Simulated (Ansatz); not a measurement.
# HfSi+ (quartet): from Hartree-Fock to the top rungs, def2-TZVPP

The task here is to estimate one member of a computed series from the others.

Method: def2-TZVPP, core rule «outside noble gas», up to 9 orbitals frozen; program: Ansatz 0.2.0, Gaussian basis.

Plan: UHF; ROHF; CCSD(T) on UHF.

## What is computed

The geometry is a PBE0/def2-TZVP stationary point (not a proven minimum) of the parent state, kept for this charge and spin. No spin-orbit coupling is included. Elements past krypton take def2 core potentials.

2 atoms, charge 1, spin multiplicity 4.

Atoms are counted from 1 here; the program's logs count them from 0.

Bond lengths: Hf1–Si2 2.547 Å.

Set-up of the first run:

in.yaml reads:

```yaml
crystal:
  periodic: [false, false, false]
  atoms:
    - {symbol: Hf, position_ang: [0.000000, 0.000000, 0.000000]}
    - {symbol: Si, position_ang: [0.000000, 0.000000, 2.547000]}
basis:
  gaussian: {orbitals: def2-TZVPP}
total_charge: 1
magnetization: {spin_polarized: true, initial_magnetization: 3}
hamiltonian: {xc: hf}
output: {orbitals: {seedname: orbitals}}
```

Launch:

```console
ansatz run in.yaml --threads 1 --pin off --events-out ev --progress --plain --max-ram 3968MiB --backend cpu
```

Among the steps run: UHF; ROHF; CCSD(T) on UHF.

One of the session's tables, all rows but one given; the rest of the session is left out.

```
  method  from UCCSD(T) (meV)
    ROHF              +4903.3
    UMP2                    ?
   UCCSD               +342.7
UCCSD(T)                    0
```

Estimate the missing values for UMP2.

The run gave: from UCCSD(T) (meV): +1238.2. In the column «from UCCSD(T) (meV)» it lies between UCCSD (+342.7) and ROHF (+4903.3).

Left out of the table: UHF (another determinant or state than the rows shown).

Caveats from the session: The determinant is far from a pure spin state, so its energy mixes those of several spin states (harmless only where they are near-degenerate, as at dissociation). Warnings: spin contamination; coupled cluster took another determinant than the lowest.
